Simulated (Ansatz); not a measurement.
# Au2S: the cost of one run

Method: DFT PBEsol, scalar-relativistic, plane waves, PAW, in Ansatz 0.2.0.

### Step 1. The system as given

Symmetry: Pn-3m, No. 224, cubic system. The conventional cell has a = 5.021 Å, b = 5.021 Å, c = 5.021 Å, α = 90.00°, β = 90.00°, γ = 90.00°. S (site symmetry -43m) has 4 Au at 2.17 Å as nearest neighbours. Au (site symmetry -3m) has 2 S at 2.17 Å as nearest neighbours.

Coordinates:

```
CELL_PARAMETERS angstrom
5.02057 0.00000 0.00000
0.00000 5.02057 0.00000
0.00000 0.00000 5.02057
ATOMIC_POSITIONS crystal
S 0.00000 0.00000 0.00000
S 0.50000 0.50000 0.50000
Au 0.25000 0.25000 0.25000
Au 0.25000 0.75000 0.75000
Au 0.75000 0.75000 0.25000
Au 0.75000 0.25000 0.75000
```

Source of the structure: the Crystallography Open Database.

(A quick probe on a coarse mesh, which set the mesh and smearing, is not shown.)

### Step 3. Rough relaxation on the coarse mesh

Contents of input.yaml:

```yaml
crystal:
  lattice:
    - [5.02057, 0.0, 0.0]
    - [0.0, 5.02057, 0.0]
    - [0.0, 0.0, 5.02057]
  atoms:
    - { symbol: S, position: [0.0, 0.0, 0.0] }
    - { symbol: S, position: [0.5, 0.5, 0.5] }
    - { symbol: Au, position: [0.25, 0.25, 0.25] }
    - { symbol: Au, position: [0.25, 0.75, 0.75] }
    - { symbol: Au, position: [0.75, 0.75, 0.25] }
    - { symbol: Au, position: [0.75, 0.25, 0.75] }
basis:
  ecutwfc: 420
kpoints:
  mp_grid: { grid: [4, 4, 4] }
hamiltonian:
  xc: pbesol
scf:
  occupations: { method: gaussian, width: 0.1 }
output:
  forces: true
  stress: true
  eigenvalues: true
relax:
  adjacent_minimum: "off"
  f_tol: 0.05
  max_steps: 80
  cell: { stress_tol: 0.5 }
```

On the command line:

```
ansatz run input.yaml --threads 2 --pin off --max-ram 5120MiB --backend cpu --events-out ev --progress --plain --runs-dir out
```

**Question.** How long does this run take on 2 threads of Intel Xeon at 2.50GHz (Skylake/Cascade Lake), shared host, and how much memory does it need?

About 15 s, with a peak of 0.46 GiB.
